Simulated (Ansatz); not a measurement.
**CH₆FGeNO: basis-set convergence**

An exercise on one series of results from a longer session: the logs are not shown, and one member is left open.

Computed with Ansatz 0.2.0, Gaussian basis. Level: one geometry, several basis sets.

Plan: PBE0-D4/def2-SVP; ωB97M-V/def2-SVP; PBE0-D4/def2-QZVPP; ωB97M-V/def2-QZVPP; the functionals' def2-TZVPP values are taken from earlier runs.

**The geometry**

All runs share one geometry, relaxed beforehand with PBE0-D4 in a triple-zeta def2 set.

11 atoms, charge 0, spin multiplicity 1.

Atoms are counted from 1 here; the program's logs count them from 0.

Bond lengths: N1–Ge2 1.823 Å, N1–H6 1.009 Å, N1–H7 1.008 Å, Ge2–O3 1.780 Å, Ge2–C4 1.977 Å, Ge2–H8 1.538 Å, O3–H9 0.961 Å, C4–F5 1.392 Å, C4–H10 1.093 Å, C4–H11 1.094 Å. Angles: Ge2–N1–H6 115.0°, Ge2–N1–H7 117.9°, H6–N1–H7 110.8°, N1–Ge2–O3 108.3°, N1–Ge2–C4 106.3°, N1–Ge2–H8 115.1°, O3–Ge2–C4 110.1°, O3–Ge2–H8 104.2°, C4–Ge2–H8 112.8°, Ge2–O3–H9 110.3°, Ge2–C4–F5 109.6°, Ge2–C4–H10 110.6°, Ge2–C4–H11 111.3°, F5–C4–H10 108.4°, F5–C4–H11 108.0°, H10–C4–H11 108.9°.

Geometry (Å):

```
N    -0.93408    1.37725   -0.13094
Ge   -0.40488   -0.33863   -0.44368
O     0.42469   -0.38821   -2.01796
C     0.85770   -0.80336    1.00483
F     1.32881    0.36027    1.60519
H    -0.61704    1.76815    0.74374
H    -1.89983    1.61112   -0.29817
H    -1.54778   -1.35807   -0.58663
H     0.77265    0.47989   -2.23857
H     1.71278   -1.35604    0.60732
H     0.37226   -1.40927    1.77547
```

The first run:

in.yaml reads:

```yaml
crystal:
  periodic: [false, false, false]
  atoms:
    - {symbol: N, position_ang: [-0.934076, 1.377245, -0.130936]}
    - {symbol: Ge, position_ang: [-0.404882, -0.338632, -0.443684]}
    - {symbol: O, position_ang: [0.424695, -0.388209, -2.017956]}
    - {symbol: C, position_ang: [0.857703, -0.803363, 1.004825]}
    - {symbol: F, position_ang: [1.328810, 0.360272, 1.605193]}
    - {symbol: H, position_ang: [-0.617035, 1.768151, 0.743736]}
    - {symbol: H, position_ang: [-1.899826, 1.611125, -0.298170]}
    - {symbol: H, position_ang: [-1.547783, -1.358070, -0.586627]}
    - {symbol: H, position_ang: [0.772654, 0.479890, -2.238568]}
    - {symbol: H, position_ang: [1.712778, -1.356043, 0.607315]}
    - {symbol: H, position_ang: [0.372261, -1.409266, 1.775472]}
basis:
  gaussian: {orbitals: def2-SVP}
hamiltonian: {xc: pbe0, dispersion: d4}
output: {orbitals: {seedname: orbitals}}
```

Run with:

```bash
$ ansatz run in.yaml --threads 4 --pin off --events-out ev --progress --plain --max-ram 10444MiB
```

Among the steps run: PBE0-D4 in def2-SVP; ωB97M-V in def2-SVP; PBE0-D4 in def2-QZVPP; ωB97M-V in def2-QZVPP.

One table of the session follows, with a row left open; its other results are not shown here.

It belongs to the step «Functionals by basis». 

| functional | basis | HOMO (eV) | LUMO (eV) |
| --- | --- | --- | --- |
| PBE0-D4 | def2-SVP | ? | ? |
| PBE0-D4 | def2-TZVPP | -7.61 | 0.43 |
| PBE0-D4 | def2-QZVPP | -7.67 | 0.14 |
| ωB97M-V | def2-SVP | -9.76 | 2.87 |
| ωB97M-V | def2-TZVPP | -10.00 | 2.03 |
| ωB97M-V | def2-QZVPP | -10.06 | 1.51 |

Estimate the missing values for PBE0-D4, def2-SVP.

**Answer.** HOMO (eV): -7.38; LUMO (eV): 1.05. In the column «HOMO (eV)» it is the highest.
